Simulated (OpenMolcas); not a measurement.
**Mo³⁺ among point charges: CASSCF and CASPT2 levels and susceptibility**

How does a field of 4 point charges split the states of Mo³⁺, and what χT follows?

The numbers are computed with OpenMolcas 26.06 (state-averaged CASSCF and CASPT2, spin-orbit coupling by RASSI with atomic mean-field integrals), except any that are marked as measured or tabulated.

## 1. Starting point

- Species: Mo³⁺ (molybdenum, Z = 42, 39 electrons)
- Basis: ANO-RCC-VTZP [7s6p4d2f1g], 68 functions
- Scalar Hamiltonian: DKH2, point nucleus
- Inactive shells: 1s 2s 2p 3s 3p 3d 4s 4p
- Active space: 3 electrons in 5 orbitals (4d)
- Some configurations of this space: 4d3
- Orbitals: optimised for each spin and parity, averaged over all roots

The outer shells:

4d3
```
4d [↑ ][↑ ][↑ ][  ][  ]
```

The ion sits among 4 point charges of -1.62 e arranged as a square (D4h), 2.09 Å from the ion.

The work runs as a chain of OpenMolcas steps in one folder; each step below is one input file. Labels, J, g values, rates, χT and fits are worked out afterwards by a script from the matrices that RASSI stores. The input lists half of the charges; inversion (Group=XYZ) makes the rest.

## 2. GATEWAY and SEWARD: basis and integrals

The input, a.inp:

```
&GATEWAY
Coord
1

Mo 0.0 0.0 0.0
Basis=ANO-RCC-VTZP
Group=XYZ
NoMove
AngMom=0.0 0.0 0.0
AMFI
XField
2 Angstrom 0
2.090000 0.000000 0.000000 -1.620000
0.000000 2.090000 0.000000 -1.620000
&SEWARD
```

Launch:

```
> OMP_NUM_THREADS=1 MOLCAS_MEM=1689 MOLCAS_PROJECT=a pymolcas a.inp > a.log
```

## 3. CASSCF: quartets of even parity, 10 roots

The input, a.inp:

```
&RASSCF
FileOrb=start.orb
Symmetry=1
Spin=4
nActEl=3 0 0
Inactive=9 9
Ras2=5 0
CIRoot=10 10 1
SDav=10
CIMx=300
Iter=120 100
PrWF=0.3
OrbListing=Nothing
MaxOrb=0
>>> COPY $Project.JobIph JOB001
```

start.orb holds the contracted functions of the basis, ordered by shell, or the orbitals of the step before.

## 4. CASSCF: doublets of even parity, 40 roots

The input, a.inp:

```
&RASSCF
FileOrb=start.orb
Symmetry=1
Spin=2
nActEl=3 0 0
Inactive=9 9
Ras2=5 0
CIRoot=40 40 1
SDav=40
CIMx=300
Iter=120 100
PrWF=0.3
OrbListing=Nothing
MaxOrb=0
>>> COPY $Project.JobIph JOB002
```

## 5. RASSI: spin-orbit coupling between the states

The input, a.inp:

```
&RASSI
NrOfJobIphs=2 10 40
1 2 3 4 5 6 7 8 9 10
1 2 3 4 5 6 7 8 9 10 11 12 13 14 15 16 17 18 19 20 21 22 23 24 25 26 27
28 29 30 31 32 33 34 35 36 37 38 39 40
IphNames
JOB001
JOB002
EJob
SpinOrbit
DIPRint=1.0
SOCoupling=1000.0
Subsets=2
Property=9
'ANGMOM' 1 'ANGMOM' 2 'ANGMOM' 3 'MLTPL  1' 1 'MLTPL  1' 2 'MLTPL  1' 3
'AMFI' 1 'AMFI' 2 'AMFI' 3
SOProperty=3
'ANGMOM' 1 'ANGMOM' 2 'ANGMOM' 3
```

## 6. CASPT2: IPEA 0.25, imaginary shift 0.1 (closed shells correlated: 4s 4p)

The input, a.inp:

```
>>> COPY JOB001 $Project.JobIph
&CASPT2
Multistate=10 1 2 3 4 5 6 7 8 9 10
NoMult
Frozen=8 6
IPEA=0.25
Imaginary=0.1
MaxIter=60
WThr=0.0 0.3 0.05
PrWF=0.5
NoMix
>>> COPY JOB002 $Project.JobIph
&CASPT2
Multistate=40 1 2 3 4 5 6 7 8 9 10 11 12 13 14 15 16 17 18 19 20 21 22
23 24 25 26 27 28 29 30 31 32 33 34 35 36 37 38 39 40
NoMult
Frozen=8 6
IPEA=0.25
Imaginary=0.1
MaxIter=60
WThr=0.0 0.3 0.05
PrWF=0.5
NoMix
```

(Steps that only read results are left out.)

What does the calculation give? Wanted: spin-free ground state; first state of the same spin within the active space; lowest level; next level.

The runs gave:

| quantity | value |
| --- | --- |
| method | SS-CASPT2, IPEA 0.25, imaginary shift 0.1 (closed shells correlated: 4s 4p) |
| spin-free ground state | 4A2, 1-fold in its orbital part |
| first state of the same spin within the active space | 4E at 5410 cm⁻¹ |
| lowest level | 2-fold E3/2, g = 0.01, 0.01, 5.97 |
| next level | 17.0 cm⁻¹ |
| χT at 300 K | 1.71 cm³ K/mol |
| effective moment at 300 K | 3.70 μB |

Cost by method:

| method | time of its own steps | time with the reference |
| --- | --- | --- |
| A. CASSCF | 9.2 s | 9.2 s |
| B. SS-CASPT2, IPEA 0.25, imaginary shift 0.1, +4s 4p | 5.6 s | 15 s |

Times are of one thread on a shared host.

The spin-free ground state (4A2) comes to 61 % from free-ion P terms and keeps the highest spin of the shell. χT at 300 K is 1.71, against 1.88 cm³ K/mol for the spin alone, so spin-orbit coupling lowers it. The field of point charges can differ much from that of real complexes. Point charges carry no covalency, so the field is a model and not that of real ligands.
